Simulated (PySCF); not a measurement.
**B²⁺ under other conditions**

One physical setting of the base script is moved in each run, with the edits that it forces.

The runs use PySCF 2.14.0; each script names its method and basis.

1 further run of the same task is left out (it didn't finish).

## Step 1: The atom

B²⁺: 1 atom, charge 2, spin multiplicity 2.

## Step 2: The base run

The input, input.py:

```python
from pyscf import gto, dft

mol = gto.M(
    atom='B 0 0 0',
    basis='def2-svpd',
    charge=2,
    spin=1,
    verbose=4,
)
mf = dft.UKS(mol, xc='revpbe')
mf.kernel()
mf.stability(internal=True, external=True)
mf.dip_moment()
print('orbital energies (hartree):', [e[max(0, n-3):n+3].round(4) for e, n in zip(mf.mo_energy, mol.nelec)])
```

On the command line:

```bash
$ OMP_NUM_THREADS=1 python input.py
```

Its log is not repeated here.

Base result: E(SCF) = -23.403360 Eh, 5 cycles, ⟨S²⟩ = 0.750, internal stable; real -> complex stable; UHF/UKS -> GHF/GKS unstable.

## Step 3: Charge +1 (singlet)

Variant 1 changes charge: 2 → 1; spin (2S): 1 → 0.

The input, input.py:

```python
from pyscf import gto, dft

mol = gto.M(
    atom='B 0 0 0',
    basis='def2-svpd',
    charge=1,
    spin=0,
    verbose=4,
)
mf = dft.UKS(mol, xc='revpbe')
mf.kernel()
mf.stability(internal=True, external=True)
mf.dip_moment()
print('orbital energies (hartree):', [e[max(0, n-3):n+3].round(4) for e, n in zip(mf.mo_energy, mol.nelec)])
```

On the command line:

```bash
$ OMP_NUM_THREADS=1 python input.py
```

## Step 4: Quartet

Variant 2 changes spin (2S): 1 → 3.

Edit input.py of step 2 so:

```diff
@@ -6,3 +6,3 @@
     charge=2,
-    spin=1,
+    spin=3,
     verbose=4,
```

## Step 5: Electric field 0.001 a.u.

Variant 3 changes electric field: none → 0.001 a.u.

Edit input.py of step 2 so:

```diff
@@ -10,2 +10,7 @@
 mf = dft.UKS(mol, xc='revpbe')
+field = 0.001  # electric field along z, atomic units
+h = mf.get_hcore() + field*mol.intor('int1e_r')[2]
+mf.get_hcore = lambda *args: h
+e_nuc = mol.energy_nuc() - field*mol.atom_charges() @ mol.atom_coords()[:, 2]
+mf.energy_nuc = lambda *args: e_nuc
 mf.kernel()
```

## Step 6: Charge +1 (triplet)

Variant 4 changes charge: 2 → 1; spin (2S): 1 → 2.

Edit input.py of step 2 so:

```diff
@@ -5,4 +5,4 @@
     basis='def2-svpd',
-    charge=2,
-    spin=1,
+    charge=1,
+    spin=2,
     verbose=4,
```

What does the calculation give? Wanted: for each run, E(SCF); from base; gap, α spin; after the SCF.

The runs gave:

| run | E(SCF) (hartree) | from base (eV) | cycles | gap, α spin (eV) | after the SCF |
| --- | --- | --- | --- | --- | --- |
| base | -23.403360 | 0 | 5 | 5.91 | unstable: UHF/UKS -> GHF/GKS |
| charge +1 (singlet) | -24.304088 | -24.5100 | 5 | 5.98 | stable |
| quartet | -16.119614 | +198.2008 | 7 | 0.90 | unstable: UHF/UKS -> GHF/GKS |
| electric field 0.001 a.u. | -23.403364 | not comparable | 5 | 5.91 | unstable: UHF/UKS -> GHF/GKS |
| charge +1 (triplet) | -24.163859 | -20.6942 | 6 | 0.81 | unstable: UHF/UKS -> GHF/GKS |

**Reading.** At the SCF level, adding an electron (to the singlet) releases 24.51 eV at fixed geometry. The quartet solution found lies 198.20 eV above the base doublet at this geometry and level. At the SCF level, adding an electron (to the triplet) releases 20.69 eV at fixed geometry.
